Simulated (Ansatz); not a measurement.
**CH7Al2N: up Jacob's ladder to CCSD(T)**

The task here is to estimate one member of a computed series from the others.

The runs use Ansatz 0.2.0, Gaussian basis; functionals in def2-TZVPP, the program's frozen cores in correlated methods.

The runs, in order: LDA (SPW92), PBE-D4, revPBE-D4, BLYP-D4, r2SCAN-D4, B97M-V, PBE0-D4, B3LYP-D4, r2SCANh-D4, r2SCAN0-D4, HSE06-D4, BHLYP-D4, CAM-B3LYP-D4, LC-ωPBE, ωB97X-V, ωB97M-V, B2PLYP, PBE-QIDH; CCSD(T)/def2-SVP; CCSD(T)/def2-TZVPP; MP2/def2-QZVPP; extrapolation to the limit; RPA on PBE.

## Structure used throughout

An earlier PBE0-D4 in a triple-zeta def2 set relaxation fixed the geometry.

SMILES `[CH3][AlH][NH][AlH2]`, 11 atoms, charge 0, spin multiplicity 1.

Atoms are counted from 1 here; the program's logs count them from 0.

Bond lengths: C1–Al2 1.947 Å, C1–H5 1.095 Å, C1–H6 1.095 Å, C1–H7 1.092 Å, Al2–N3 1.792 Å, Al2–H8 1.590 Å, N3–Al4 1.782 Å, N3–H9 1.014 Å, Al4–H10 1.584 Å, Al4–H11 1.586 Å. Angles: Al2–C1–H5 110.8°, Al2–C1–H6 110.8°, Al2–C1–H7 112.9°, H5–C1–H6 106.3°, H5–C1–H7 107.9°, H6–C1–H7 107.9°, C1–Al2–N3 120.3°, C1–Al2–H8 122.7°, N3–Al2–H8 117.0°, Al2–N3–Al4 131.1°, Al2–N3–H9 114.3°, Al4–N3–H9 114.7°, N3–Al4–H10 118.1°, N3–Al4–H11 119.3°, H10–Al4–H11 122.7°.

Set-up of the first run:

in.yaml

```yaml
crystal:
  periodic: [false, false, false]
  atoms:
    - {symbol: C, position_ang: [-1.188622, 1.446639, -0.289099]}
    - {symbol: Al, position_ang: [-0.971644, -0.192762, 0.738045]}
    - {symbol: N, position_ang: [0.500116, -1.195207, 0.540233]}
    - {symbol: Al, position_ang: [1.932884, -0.979071, -0.497117]}
    - {symbol: H, position_ang: [-2.093142, 1.402809, -0.904999]}
    - {symbol: H, position_ang: [-1.311085, 2.308735, 0.375113]}
    - {symbol: H, position_ang: [-0.342142, 1.648804, -0.949407]}
    - {symbol: H, position_ang: [-2.061570, -0.708019, 1.774315]}
    - {symbol: H, position_ang: [0.517685, -2.028194, 1.118363]}
    - {symbol: H, position_ang: [1.989267, 0.297881, -1.432922]}
    - {symbol: H, position_ang: [3.093653, -2.058716, -0.452025]}
basis:
  gaussian: {orbitals: def2-TZVPP}
hamiltonian: {xc: lda}
output: {orbitals: {seedname: orbitals}}
```

Run with:

```bash
ansatz run in.yaml --threads 2 --pin off --events-out ev --progress --plain --max-ram 4352MiB
```

Steps of the session up to this table: LDA; PBE-D4 (GGA); revPBE-D4 (GGA); BLYP-D4 (GGA); r2SCAN-D4 (meta-GGA); B97M-V (meta-GGA); PBE0-D4 (hybrid); B3LYP-D4 (hybrid); r2SCANh-D4 (hybrid); r2SCAN0-D4 (hybrid); HSE06-D4 (hybrid); BHLYP-D4 (hybrid); CAM-B3LYP-D4 (range-separated); LC-ωPBE (range-separated); ωB97X-V (range-separated); ωB97M-V (range-separated); B2PLYP (double hybrid); PBE-QIDH (double hybrid).

One table of the session follows, with a row left open; its other results are not shown here.

It belongs to the step «Orbital energies across the functionals». 

```
  functional  HOMO (eV)  gap (eV)
 LDA (SPW92)      -6.76      4.81
      PBE-D4      -6.68      4.96
   revPBE-D4      -6.64      5.03
     BLYP-D4      -6.56      4.96
   r2SCAN-D4      -6.96      5.60
      B97M-V      -7.04      5.43
     PBE0-D4      -7.94      7.00
    B3LYP-D4      -7.72      6.57
  r2SCANh-D4      -7.43      6.33
  r2SCAN0-D4          ?         ?
    HSE06-D4      -7.54      6.23
    BHLYP-D4      -9.11      8.94
CAM-B3LYP-D4      -9.34      9.31
     LC-ωPBE     -10.72     11.78
     ωB97X-V     -10.36     11.29
     ωB97M-V     -10.17     10.83
```

Estimate the missing values for r2SCAN0-D4.

Worked estimate for «HOMO (eV)». Against the share of exact exchange, r2SCAN-D4 (0, -6.96), r2SCANh-D4 (0.1, -7.43) give a slope of -4.70 per unit share; at 0.25 the line stands at -8.13.

**Answer.** HOMO (eV): -8.13; gap (eV): 7.40. In «HOMO (eV)» the line misses by 0.00.
